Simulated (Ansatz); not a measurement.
# GeH3Cl: one species, many methods

Aim: compute GeH3Cl with functionals from several rungs and with coupled cluster. The yardstick is the atomisation energy at the CCSD(T) limit.

The runs use Ansatz 0.2.0, Gaussian basis; functionals in def2-TZVPP, the program's frozen cores in correlated methods.

Plan: LDA (SPW92), PBE-D4, revPBE-D4, BLYP-D4, r2SCAN-D4, B97M-V, PBE0-D4, B3LYP-D4, r2SCANh-D4, r2SCAN0-D4, HSE06-D4, BHLYP-D4, CAM-B3LYP-D4, LC-ωPBE, ωB97X-V, ωB97M-V, B2PLYP, PBE-QIDH; CCSD(T)/def2-SVP; CCSD(T)/def2-TZVPP; MP2/def2-QZVPP; extrapolation to the limit; RPA on PBE.

## (1) Structure used throughout

An earlier PBE0-D4 in a triple-zeta def2 set relaxation fixed the geometry.

5 atoms, charge 0, spin multiplicity 1.

Atoms are counted from 1 here; the program's logs count them from 0.

Bond lengths: Cl1–Ge2 2.155 Å, Ge2–H3 1.532 Å, Ge2–H4 1.532 Å, Ge2–H5 1.532 Å. Angles: Cl1–Ge2–H3 107.1°, Cl1–Ge2–H4 107.1°, Cl1–Ge2–H5 107.1°, H3–Ge2–H4 111.7°, H3–Ge2–H5 111.7°, H4–Ge2–H5 111.7°.

## (2) LDA

This LDA is Slater exchange with PW92 correlation.

in.yaml reads:

```yaml
crystal:
  periodic: [false, false, false]
  atoms:
    - {symbol: Cl, position_ang: [-1.875834, -0.025110, 0.641260]}
    - {symbol: Ge, position_ang: [0.161847, -0.013883, -0.060597]}
    - {symbol: H, position_ang: [0.160355, 0.656169, -1.438094]}
    - {symbol: H, position_ang: [0.618957, -1.473716, -0.140635]}
    - {symbol: H, position_ang: [0.984474, 0.782939, 0.956666]}
basis:
  gaussian: {orbitals: def2-TZVPP}
hamiltonian: {xc: lda}
output: {orbitals: {seedname: orbitals}}
```

Further steps of the session: PBE-D4 (GGA); revPBE-D4 (GGA); BLYP-D4 (GGA); r2SCAN-D4 (meta-GGA); B97M-V (meta-GGA); PBE0-D4 (hybrid); B3LYP-D4 (hybrid); r2SCANh-D4 (hybrid); r2SCAN0-D4 (hybrid); HSE06-D4 (hybrid); BHLYP-D4 (hybrid); CAM-B3LYP-D4 (range-separated); LC-ωPBE-D4 (range-separated); ωB97X-V (range-separated); ωB97M-V (range-separated); B2PLYP (double hybrid); PBE-QIDH (double hybrid); CCSD(T) in def2-SVP; CCSD(T) in def2-TZVPP; MP2 in def2-QZVPP; RPA on PBE orbitals.

Q: Predict the results of all the runs planned. Wanted: atomisation energy, CCSD(T)/CBS; farthest beyond LDA; mean size of error, GGA; mean size of error, meta-GGA; mean size of error, hybrid; mean size of error, range-separated; mean size of error, double hybrid; gap, smallest and largest; T1 diagnostic.

As calculated:

```
                               quantity                                      value
        atomisation energy, CCSD(T)/CBS                                  13.369 eV
    functionals within 0.134 eV (1.0 %)             r2SCAN-D4, r2SCANh-D4, ωB97X-V
                    farthest beyond LDA                      revPBE-D4 (-0.518 eV)
                mean size of error, GGA                                   0.407 eV
           mean size of error, meta-GGA                                   0.136 eV
             mean size of error, hybrid                                   0.243 eV
    mean size of error, range-separated                                   0.173 eV
      mean size of error, double hybrid                                   0.255 eV
              gap, smallest and largest  6.00 eV (LDA (SPW92)), 13.55 eV (LC-ωPBE)
                          T1 diagnostic                                     0.0100
triples share of the correlation energy                                      3.5 %
```

The LDA atomisation energy is off by 1.473 eV (11 %): it overbinds. PBE-D4 misses by -0.277 eV. Double hybrids carry the basis error of their MP2 part in triple zeta, and no dispersion term here, so their miss is partly the set-up's. Taken by rung, meta-GGA functionals do best (0.136 eV on average) and GGA ones worst beyond LDA (0.407 eV). The gap between the best rungs is small, so their order is not settled. Misses under about 0.134 eV are within the doubt on the reference itself, which lacks core-valence correlation, relativity and higher excitations, and its outer-core shells are covered unevenly. Hartree-Fock recovers 74 % of the binding; the rest is correlation. CCSD(T) in def2-SVP is off by -0.970 eV, worse than the median functional, from the basis alone. Orbital gaps span 6.0 to 13.5 eV; exact exchange widens them. Correlated methods include outer-core shells of Ge, which these sets cover unevenly.
